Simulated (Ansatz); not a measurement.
**GeH₂Br (quartet): from Hartree-Fock to the top rungs, cc-pVDZ**

One table from this session's results is given with a row withheld; the runs are named, their logs left out.

Program: Ansatz 0.2.0, Gaussian basis. Level of theory: cc-pVDZ, core rule «outside noble gas», up to 28 orbitals frozen. These are calculated values, not measurements.

Plan: UHF; CCSD(T) on ROHF; CCSD(T) on UHF; BCCD(T) on ROHF; CISD; CCSDT(Q) on ROHF; CCSDT(Q) on UHF; CASSCF and MRCISD+Q, 13 electrons in 10 orbitals; CASSCF and NEVPT2, 13 electrons in 10 orbitals.

26 further runs of the same task are left out: 13 that didn't finish, 13 set aside as unsound or not needed.

### What is computed

The geometry is a PBE0/def2-TZVP stationary point (not a proven minimum). No spin-orbit coupling is included. The filled d shell of Ge, Br may be among the frozen orbitals whatever the setting's name suggests; the logs give the count.

4 atoms, charge 0, spin multiplicity 4.

Atoms are counted from 1 here; the program's logs count them from 0.

Bond lengths: Ge1–Br2 2.790 Å, Ge1–H3 1.574 Å, Ge1–H4 1.646 Å. Angles: Br2–Ge1–H3 155.4°, Br2–Ge1–H4 44.3°, H3–Ge1–H4 111.1°.

The first run:

File in.yaml:

```yaml
crystal:
  periodic: [false, false, false]
  atoms:
    - {symbol: Ge, position_ang: [-0.000002, 0.461112, 0.627548]}
    - {symbol: Br, position_ang: [-0.000001, 0.417603, -2.162594]}
    - {symbol: H, position_ang: [0.000013, -0.172647, 2.068221]}
    - {symbol: H, position_ang: [-0.000010, -0.706068, -0.533175]}
basis:
  gaussian: {orbitals: cc-pVDZ}
magnetization: {spin_polarized: true, initial_magnetization: 3}
hamiltonian: {xc: hf}
output: {orbitals: {seedname: orbitals}}
```

Started as:

```sh
$ ansatz run in.yaml --threads 1 --pin off --events-out ev --progress --plain --max-ram 2393MiB
```

Steps of the session up to this table: UHF; CCSD(T) on ROHF; CCSD(T) on UHF; BCCD(T) on ROHF; CISD; CCSDT(Q) on ROHF; CCSDT(Q) on UHF; CASSCF and MRCISD+Q, 13 electrons in 10 orbitals; CASSCF and NEVPT2, 13 electrons in 10 orbitals.

One of the session's tables, all rows but one given; the rest of the session is left out.

```
          method  from UCCSDT(Q) (meV)
            ROHF                     ?
             UHF               +5984.6
            RMP2               +1047.2
            UMP2               +1059.6
            CISD                +643.5
           RCCSD                +192.6
           UCCSD                +175.0
        RCCSD(T)                 +54.4
        UCCSD(T)                 +41.5
         BCCD(T)                 +53.4
          RCCSDT                 +24.2
          UCCSDT                 +11.0
       RCCSDT(Q)                 +13.4
       UCCSDT(Q)                     0
  CASSCF valence               +5143.8
  NEVPT2 valence               +1232.3
  MRCISD valence                +456.8
MRCISD+Q valence                 +57.4
```

Estimate the missing values for ROHF.

As computed: from UCCSDT(Q) (meV): +6178.0. In the column «from UCCSDT(Q) (meV)» it is the highest.

With the free atoms at the same levels and basis (separate runs), the atomisation energy is 4.581 eV at UCCSDT(Q), 4.555 eV at RCCSD(T), 4.556 eV at UCCSD(T), 3.084 eV at ROHF.

To keep in mind: Restricted and unrestricted rows rest on different reference determinants; where their highest levels disagree by more than a few hundredths of an eV, they describe different states and don't form one ladder.
